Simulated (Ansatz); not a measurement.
# One shape, several levels: doublet C2H4BCl+

We compute a comparison of 6 runs (UHF/3-21G, UHF/def2-SVPD, U-revPBE/def2-SVPD, USVWN5/def2-SVPD, UCCSD/def2-SVPD, UCCSD(T)/def2-SVPD) of doublet C2H4BCl+. 

Program for the calculation: Ansatz 0.2.0.

39 further runs of the same task are left out: 39 set aside as unsound or not needed.

## (1) The molecule

C2H4BCl+: 8 atoms, total charge +1, spin state doublet. As SMILES of the parent species, `C=CBCl`. The coordinates come from a PBE0-D4/def2-TZVP relaxation. That shape belongs to the parent species and isn't relaxed for this state.

Bond lengths: C1–C2 1.337 Å, C2–B3 1.531 Å, B3–Cl4 1.750 Å, C1–H5 1.086 Å, C1–H6 1.086 Å, C2–H7 1.088 Å, B3–H8 1.194 Å. Angles: C1–C2–B3 119.9°, C2–B3–Cl4 121.0°, C1–C2–H7 118.9°, B3–C2–H7 121.2°, C2–C1–H5 120.8°, C2–C1–H6 122.7°, C2–B3–H8 121.9°, Cl4–B3–H8 117.1°, H5–C1–H6 116.4°.

## (2) A single-point energy at UHF/3-21G (run 1)

Input file molecule.yaml:

```yaml
crystal:
  periodic: [false, false, false]
  atoms:
    - {symbol: C, position_ang: [0.357400, 1.219900, -0.260000]}
    - {symbol: C, position_ang: [0.353800, 0.057700, 0.401100]}
    - {symbol: B, position_ang: [-0.528600, -1.094400, -0.086400]}
    - {symbol: Cl, position_ang: [-0.555100, -2.627600, 0.756600]}
    - {symbol: H, position_ang: [-0.259700, 1.360400, -1.142800]}
    - {symbol: H, position_ang: [0.965100, 2.067000, 0.044900]}
    - {symbol: H, position_ang: [0.984000, -0.048700, 1.281300]}
    - {symbol: H, position_ang: [-1.225000, -0.991500, -1.050400]}
basis:
  gaussian:
    orbitals: 3-21G.json
total_charge: 1
magnetization:
  spin_polarized: true
  initial_magnetization: 1
hamiltonian:
  xc: hf
accuracy: high
output: {orbitals: {seedname: orbitals}}
```

The basis set 3-21G is read from a file made from the Basis Set Exchange's data (not shown).

Started as:

```console
$ ansatz run molecule.yaml --threads 1 --pin off --max-ram 3480MiB --events-out events.jsonl --progress --plain --runs-dir runs
```

Standard output:

```text
Warning: RAYON_NUM_THREADS=1 ignored (pool sized by the plan → 1); use --threads N
Functional definition: HF
  name "HF"
  exchange = exact_x
  correlation = 0
1118 factors; integrals over basis functions are off by at most 3.9e-9 eV
mean field evaluation 1: about -15210.9812 eV, gradient 1.8e1 eV
mean field evaluation 2: about -15211.2497 eV, gradient 1.8e1 eV
mean field evaluation 4: about -15213.4366 eV, gradient 2.4e0 eV
mean field evaluation 8: about -15213.9955 eV, gradient 5.2e-1 eV
mean field evaluation 16: about -15214.0091 eV, gradient 2.4e-8 eV
mean field evaluation 32: about -15213.9671 eV, gradient 4.6e-1 eV
mean field evaluation 64: about -15208.0498 eV, gradient 1.4e1 eV
mean field evaluation 96: about -15213.8520 eV, gradient 5.3e-1 eV
mean field evaluation 128: about -15207.9100 eV, gradient 6.8e0 eV
mean field evaluation 160: about -15213.9933 eV, gradient 5.6e-1 eV
mean field -15214.73913076 eV, -559.1313501348 hartree, gradient 2.7e-8 eV, S^2 0.754308; 2 other end points of the search recorded, 0 dependent functions left out
reference -15214.73913076 eV, -559.1313501348 hartree; 19, 18 occupied and 29, 30 virtual orbitals, 1118 factors
Total energy: -15214.73913076 eV, -559.1313501348 hartree
```

Run time: 2.3 s. Hardware: 1 thread of Arm Neoverse V1, shared host; peak memory 0.13 GiB.

## (3) A single-point energy at UHF/def2-SVPD (run 2)

Input file in.yaml:

```yaml
crystal:
  periodic: [false, false, false]
  atoms:
    - {symbol: C, position_ang: [0.357400, 1.219900, -0.260000]}
    - {symbol: C, position_ang: [0.353800, 0.057700, 0.401100]}
    - {symbol: B, position_ang: [-0.528600, -1.094400, -0.086400]}
    - {symbol: Cl, position_ang: [-0.555100, -2.627600, 0.756600]}
    - {symbol: H, position_ang: [-0.259700, 1.360400, -1.142800]}
    - {symbol: H, position_ang: [0.965100, 2.067000, 0.044900]}
    - {symbol: H, position_ang: [0.984000, -0.048700, 1.281300]}
    - {symbol: H, position_ang: [-1.225000, -0.991500, -1.050400]}
basis:
  gaussian:
    orbitals: def2-SVPD
total_charge: 1
hamiltonian:
  xc: hf
accuracy: high
magnetization:
  spin_polarized: true
  initial_magnetization: 1
output: {orbitals: {seedname: orbitals}}
```

Started as:

```console
$ ansatz run in.yaml --threads 1 --pin off --max-ram 3480MiB --events-out events.jsonl --progress --plain --runs-dir runs
```

Standard output (excerpt; [...] marks lines left out):

```text
Warning: RAYON_NUM_THREADS=1 ignored (pool sized by the plan → 1); use --threads N
[... 2 set-up lines as earlier in the session ...]
[...]
2384 factors; integrals over basis functions are off by at most 3.7e-9 eV
[...]
mean field -15284.94152954 eV, -561.7112407052 hartree, gradient 2.4e-8 eV, S^2 0.755041; 2 other end points of the search recorded, 0 dependent functions left out
reference -15284.94152954 eV, -561.7112407052 hartree; 19, 18 occupied and 100, 101 virtual orbitals, 2384 factors
Total energy: -15284.94152954 eV, -561.7112407052 hartree
```

It took 24 s on 1 thread of Arm Neoverse V1, shared host; peak memory 0.46 GiB.

Runs 3 to 5 aren't shown in full; the table further down has their settings and results.

## (4) The energy at UCCSD(T)/def2-SVPD (run 6)

Input file input.yaml:

```yaml
basis:
  gaussian:
    orbitals: def2-SVPD
crystal:
  periodic: [false, false, false]
  atoms:
    - {symbol: C, position_ang: [0.357400, 1.219900, -0.260000]}
    - {symbol: C, position_ang: [0.353800, 0.057700, 0.401100]}
    - {symbol: B, position_ang: [-0.528600, -1.094400, -0.086400]}
    - {symbol: Cl, position_ang: [-0.555100, -2.627600, 0.756600]}
    - {symbol: H, position_ang: [-0.259700, 1.360400, -1.142800]}
    - {symbol: H, position_ang: [0.965100, 2.067000, 0.044900]}
    - {symbol: H, position_ang: [0.984000, -0.048700, 1.281300]}
    - {symbol: H, position_ang: [-1.225000, -0.991500, -1.050400]}
total_charge: 1
magnetization:
  spin_polarized: true
  initial_magnetization: 1
correlation:
  method: ccsd_t
  frozen_orbitals: {B: 1, C: 1, Cl: 5, H: 0}
accuracy: high
scf:
  omitted_lower_state_checks: [cluster_reference, increment]
```

Started as:

```console
$ ansatz run input.yaml --threads 1 --pin off --max-ram 3480MiB --events-out events.jsonl --progress --plain --runs-dir runs
```

Standard output:

```text
Warning: RAYON_NUM_THREADS=1 ignored (pool sized by the plan → 1); use --threads N
[... 14 lines left out ...]
8 core orbitals not correlated: weight in the atoms' cores, before any rotation towards them, 1.000 or more for the frozen orbitals, at most 0.000 for the correlated occupied ones
[... 38 lines left out ...]
Total energy: -15299.01566010 eV, -562.2284554635 hartree
Checks for a lower state left out: cluster_reference, increment
```

It took 4 min on 1 thread of Arm Neoverse V1, shared host; peak memory 2.5 GiB.

## (5) All runs side by side

| run | level | frozen core orbitals | energy (Eh) | HOMO energy (eV) | ⟨S²⟩ | wall time |
| --- | --- | --- | --- | --- | --- | --- |
| 1 | UHF/3-21G | – | -559.131350 | -17.05 | 0.754 | 2.3 s |
| 2 | UHF/def2-SVPD | – | -561.711241 | -16.93 | 0.755 | 24 s |
| 3 | U-revPBE/def2-SVPD | – | -562.979338 | -13.47 | 0.753 | 35 s |
| 4 | USVWN5/def2-SVPD | – | -560.574393 | -13.65 | 0.751 | 16 s |
| 5 | UCCSD/def2-SVPD | 8 | -562.212128 | – | 0.755 | 3.2 min |
| 6 | UCCSD(T)/def2-SVPD | 8 | -562.228455 | – | 0.755 | 4 min |

## (6) Summary of results

```
                                          quantity          value
                               run 6: total energy  -562.22846 Eh
run 6: correlation energy (8 core orbitals frozen)     -517.2 mEh
                             run 6: (T) correction     -16.33 mEh
          run 6: ⟨S²⟩ of the reference determinant          0.755
                              run 6: T1 diagnostic          0.031
```

What this shows: Below the UHF energy at the same shape and in the same basis (def2-SVPD): UCCSD -500.9 mEh; UCCSD(T) -517.2 mEh. Totals of different functionals can't be ranked against each other. All runs together took 8.5 min, the longest 4 min.
